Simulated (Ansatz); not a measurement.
Write a Python script for Ansatz 0.2.0, Python API that makes the interaction energy of a dimer with the counterpoise correction of CH₂FI, SMILES FCI. Use (for the species named): PBE, def2-SVP basis, multiplicity 1.

| atom | x (Å) | y (Å) | z (Å) |
| --- | --- | --- | --- |
| F | 1.1790 | 0.6784 | -0.1885 |
| C | 0.0930 | -0.1131 | 0.0973 |
| I | -1.6590 | 0.5950 | -0.8833 |
| H | 0.4499 | -1.1040 | -0.2350 |
| H | -0.0129 | -0.1299 | 1.1681 |

The script, `dimer.py`:
```python
# -*- coding: utf-8 -*-
"""Interaction energy of two CH2FI molecules, with the counterpoise correction."""

import logging
import sys

import ansatz as az

logging.basicConfig(stream=sys.stdout, format="%(levelname)s %(message)s")
logger = logging.getLogger("ansatz_job")
logger.setLevel(logging.INFO)

FIRST = [
    ("F", (1.169, 0.6931, -0.1802)),
    ("C", (0.083, -0.0984, 0.1056)),
    ("I", (-1.669, 0.6097, -0.875)),
    ("H", (0.4399, -1.0893, -0.2267)),
    ("H", (-0.0229, -0.1152, 1.1764)),
]
SECOND = [
    ("F", (-1.392, -1.7508, 3.618)),
    ("C", (-0.2863, -2.5579, 3.5015)),
    ("I", (-0.2119, -3.4961, 1.5918)),
    ("H", (0.5301, -1.8428, 3.7062)),
    ("H", (-0.3275, -3.269, 4.3082)),
]

def energy(atoms, ghosts=()):
    molecule = az.Crystal.molecule()
    for symbol, xyz in atoms:
        molecule = molecule.atom(symbol, xyz)
    calc = (
        molecule.calculation()
        .basis(gaussian="def2-SVP")
        .functional("pbe")
    )
    deck = calc.input()
    if ghosts:
        deck = deck.set(az.key.basis.gaussian.ghost_atoms, [{"symbol": s, "position_ang": list(xyz)} for s, xyz in ghosts])
    return az.Session.from_dict(deck).plan().execute().report["free_energy_ev"]

# ghost atoms carry the functions of the partner
both = energy(FIRST + SECOND)
alone = energy(FIRST) + energy(SECOND)
ghosted = energy(FIRST, SECOND) + energy(SECOND, FIRST)
logger.info(f"dimer {both:.6f} eV")
logger.info(f"interaction, uncorrected   {96.485332 * (both - alone):8.3f} kJ/mol")
logger.info(f"interaction, counterpoise  {96.485332 * (both - ghosted):8.3f} kJ/mol")
logger.info(f"basis-set superposition    {96.485332 * (alone - ghosted):8.3f} kJ/mol")
```

Running `python dimer.py` prints:
```text
INFO dimer -23758.831769 eV
INFO interaction, uncorrected     -1.761 kJ/mol
INFO interaction, counterpoise     1.676 kJ/mol
INFO basis-set superposition       3.437 kJ/mol
```

Uncorrected it is -1.761 kJ/mol, with the counterpoise correction 1.676 kJ/mol; the difference, 3.437 kJ/mol, is the superposition error. The sign changes with the correction, so this basis doesn't settle it.

What to keep in mind:
- The settings weren't tested for convergence.
- The dimer is a generated trial pose of unrelaxed monomers, not a minimum, so the figure is no binding energy, and the basis set is small.
- def2 sets replace the cores of elements past krypton by effective core potentials.
- This level lacks the dispersion part of the attraction (electrostatics and induction are there), which can decide the sign where the interaction is weak.
- Finished in 13 s on 1 thread of Arm Neoverse V2, with other jobs on the host, peak memory 0.23 GiB.
